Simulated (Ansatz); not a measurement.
# Gallium, diamond under r²SCAN: structure, energy and stiffness

The plan for gallium in the diamond structure: relax it, solve it on a dense k-mesh, switch on spin-orbit coupling, then scale the cell to 7 volumes from 88 to 112 % of the relaxed one and try a fit of the equation of state. The k-meshes are 9×9×9 for the relaxation; 15×15×15 for the dense run; 9×9×9 for spin-orbit coupling; 11×11×11 for the volumes.

Method: DFT r2SCAN, plane waves (500 eV) with PAW, scalar-relativistic; PBE-made PAW files, in Ansatz 0.2.0.

## (1) The structure to begin with

It takes space group Fd-3m (No. 227, cubic). Conventional cell: a = 5.959 Å, b = 5.959 Å, c = 5.959 Å, α = 90.00°, β = 90.00°, γ = 90.00°. Ga (site symmetry -43m) is surrounded by 4 Ga at 2.58 Å.

As a file:

```
CELL_PARAMETERS angstrom
0.00000 2.97961 2.97961
2.97961 0.00000 2.97961
2.97961 2.97961 0.00000
ATOMIC_POSITIONS crystal
Ga 0.12500 0.12500 0.12500
Ga 0.87500 0.87500 0.87500
```

## (2) Geometry optimisation

Input file input.yaml:

```yaml
crystal:
  lattice:
    - [0.0, 2.9796103622, 2.9796103622]
    - [2.9796103622, 0.0, 2.9796103622]
    - [2.9796103622, 2.9796103622, 0.0]
  atoms:
    - { symbol: Ga, position: [0.125, 0.125, 0.125] }
    - { symbol: Ga, position: [0.875, 0.875, 0.875] }
hamiltonian:
  xc: r2scan
  pseudopotentials:
    kind: paw
    azcp:
      Ga: "pseudopotentials/Ga.paw.azcp"
basis:
  ecutwfc: 500
  fft_grid_basis: typed
kpoints:
  mp_grid: { grid: [9, 9, 9], shift: [0, 0, 0] }
magnetization:
  spin_polarized: false
scf:
  occupations: { method: fermi_dirac, width: 0.1 }
relax:
  max_steps: 60
  f_tol: 0.01
  cell: {}
```

Run with:

```sh
ansatz run input.yaml --threads 1 --pin off --max-ram 3584MiB --backend cpu --events-out ev --progress --plain --runs-dir out
```

After this run come: The energy on a finer k-mesh; A two-component run at the same geometry; Volume × 0.88; Volume × 0.92; Volume × 0.96; Volume × 1.0; Volume × 1.04; Volume × 1.08; Volume × 1.12.

**Question.** What will these runs give? Wanted: space group; conventional cell; volume; shortest distance; gap on the mesh; relative to alpha-Ga; highest ELF outside the cores; V₀, B₀, B₀′.

**Answer**, as computed:

```
                      quantity                               value
space group (spins left aside)                     Fd-3m (No. 227)
             conventional cell                         a = 5.777 Å
                        volume                      24.101 Å³/atom
             shortest distance                             2.502 Å
               gap on the mesh        none (levels filled in part)
   relative to alpha-Ga (Cmce)                       +316 meV/atom
 highest ELF outside the cores  0.57, 1.30 Å from the nearest atom
                   V₀, B₀, B₀′         24.021 Å³/atom, 45 GPa, 5.2
```

In words: From the guessed start the volume shrank by 8.9 % in 5 steps. It lies 316 meV/atom above the element's reference form at the same level (alpha-Ga (Cmce), from a run of its own), so it is far from stable. No gap shows: it is a metal or semimetal at this level. The total energy of the spin-orbit run lies +2.5 eV/atom from the scalar one, but the two kinds of run don't share a zero of energy: only differences within one kind count. B₀ comes out at 45 GPa. Relaxation kept the symmetry; phonons were not checked.
